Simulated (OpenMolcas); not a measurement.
# Tc⁴⁺ among point charges: CASSCF and CASPT2 levels and susceptibility

How does a field of 6 point charges split the states of Tc⁴⁺, and what χT follows?

Program: OpenMolcas 26.06. Level of theory: state-averaged CASSCF and CASPT2, spin-orbit coupling by RASSI with atomic mean-field integrals. These are calculated values, not measurements, unless marked.

### Step 1. The atom as given

```
Species                           : Tc⁴⁺ (technetium, Z = 43, 39 electrons)
Basis                             : ANO-RCC-VTZP [7s6p4d2f1g], 68 functions
Scalar Hamiltonian                : DKH2, point nucleus
Inactive shells                   : 1s 2s 2p 3s 3p 3d 4s 4p
Active space                      : 3 electrons in 5 orbitals (4d)
Some configurations of this space : 4d3
Orbitals                          : optimised for each spin and parity, averaged over all roots
```

The outer shells:

4d3
```
4d [↑ ][↑ ][↑ ][  ][  ]
```

The ion sits among 6 point charges of -1.7 e arranged as a trigonal antiprism (D3d), 2.2 Å from the ion, with a polar angle of 48.2° against the regular 54.74°.

The work runs as a chain of OpenMolcas steps in one folder; each step below is one input file. Labels, J, g values, rates, χT and fits are worked out afterwards by a script from the matrices that RASSI stores. The input lists half of the charges; inversion (Group=XYZ) makes the rest.

### Step 2. Basis and integrals

The input, a.inp:

```
&GATEWAY
Coord
1

Tc 0.0 0.0 0.0
Basis=ANO-RCC-VTZP
Group=XYZ
NoMove
AngMom=0.0 0.0 0.0
AMFI
XField
3 Angstrom 0
0.000000 1.639211 1.467306 -1.700000
1.419598 -0.819605 1.467306 -1.700000
1.419598 0.819605 -1.467306 -1.700000
&SEWARD
```

The run is started by

```console
$ OMP_NUM_THREADS=1 MOLCAS_MEM=1689 MOLCAS_PROJECT=a pymolcas a.inp > a.log
```

### Step 3. CASSCF: quartets of even parity, 10 roots

The input, a.inp:

```
&RASSCF
FileOrb=start.orb
Symmetry=1
Spin=4
nActEl=3 0 0
Inactive=9 9
Ras2=5 0
CIRoot=10 10 1
SDav=10
CIMx=300
Iter=120 100
PrWF=0.3
OrbListing=Nothing
MaxOrb=0
>>> COPY $Project.JobIph JOB001
```

start.orb holds the contracted functions of the basis, ordered by shell, or the orbitals of the step before.

### Step 4. CASSCF: doublets of even parity, 40 roots

The input, a.inp:

```
&RASSCF
FileOrb=start.orb
Symmetry=1
Spin=2
nActEl=3 0 0
Inactive=9 9
Ras2=5 0
CIRoot=40 40 1
SDav=40
CIMx=300
Iter=120 100
PrWF=0.3
OrbListing=Nothing
MaxOrb=0
>>> COPY $Project.JobIph JOB002
```

### Step 5. State interaction with spin-orbit coupling

The input, a.inp:

```
&RASSI
NrOfJobIphs=2 10 40
1 2 3 4 5 6 7 8 9 10
1 2 3 4 5 6 7 8 9 10 11 12 13 14 15 16 17 18 19 20 21 22 23 24 25 26 27
28 29 30 31 32 33 34 35 36 37 38 39 40
IphNames
JOB001
JOB002
EJob
SpinOrbit
DIPRint=1.0
SOCoupling=1000.0
Subsets=2
Property=9
'ANGMOM' 1 'ANGMOM' 2 'ANGMOM' 3 'MLTPL  1' 1 'MLTPL  1' 2 'MLTPL  1' 3
'AMFI' 1 'AMFI' 2 'AMFI' 3
SOProperty=3
'ANGMOM' 1 'ANGMOM' 2 'ANGMOM' 3
```

### Step 6. CASPT2: IPEA 0.25, imaginary shift 0.1 (closed shells correlated: 4s 4p)

The input, a.inp:

```
>>> COPY JOB001 $Project.JobIph
&CASPT2
Multistate=10 1 2 3 4 5 6 7 8 9 10
NoMult
Frozen=8 6
IPEA=0.25
Imaginary=0.1
MaxIter=60
WThr=0.0 0.3 0.05
PrWF=0.5
NoMix
>>> COPY JOB002 $Project.JobIph
&CASPT2
Multistate=40 1 2 3 4 5 6 7 8 9 10 11 12 13 14 15 16 17 18 19 20 21 22
23 24 25 26 27 28 29 30 31 32 33 34 35 36 37 38 39 40
NoMult
Frozen=8 6
IPEA=0.25
Imaginary=0.1
MaxIter=60
WThr=0.0 0.3 0.05
PrWF=0.5
NoMix
```

(Steps that only read results are left out.)

Before running it: what results should come out? Wanted: spin-free ground state; first state of the same spin within the active space; lowest level; next level.

**Answer**, as computed:

```
                                            quantity                                                                        value
                                              method  SS-CASPT2, IPEA 0.25, imaginary shift 0.1 (closed shells correlated: 4s 4p)
                              spin-free ground state                                              4A2, 1-fold in its orbital part
first state of the same spin within the active space                                                              4E at 3960 cm⁻¹
                                        lowest level                                            2-fold E1/2, g = 1.80, 2.33, 2.33
                                          next level                                                                   314.3 cm⁻¹
                                         χT at 300 K                                                               0.84 cm³ K/mol
                           effective moment at 300 K                                                                      2.59 μB
```

Cost by method:

```
                                              method  time of its own steps  time with the reference
                                           A. CASSCF                  7.2 s                    7.2 s
B. SS-CASPT2, IPEA 0.25, imaginary shift 0.1, +4s 4p                  4.5 s                     12 s
```

Times are of one thread on a shared host.

**Reading.** The spin-free ground state (4A2) comes to 97 % from free-ion F terms and keeps the highest spin of the shell. χT at 300 K is 0.84, against 1.88 cm³ K/mol for the spin alone, so spin-orbit coupling lowers it. CASPT2 does not keep the components of a term degenerate, and the means are used. The field of point charges can differ much from that of real complexes. This is an electrostatic model: the charges have no orbitals.
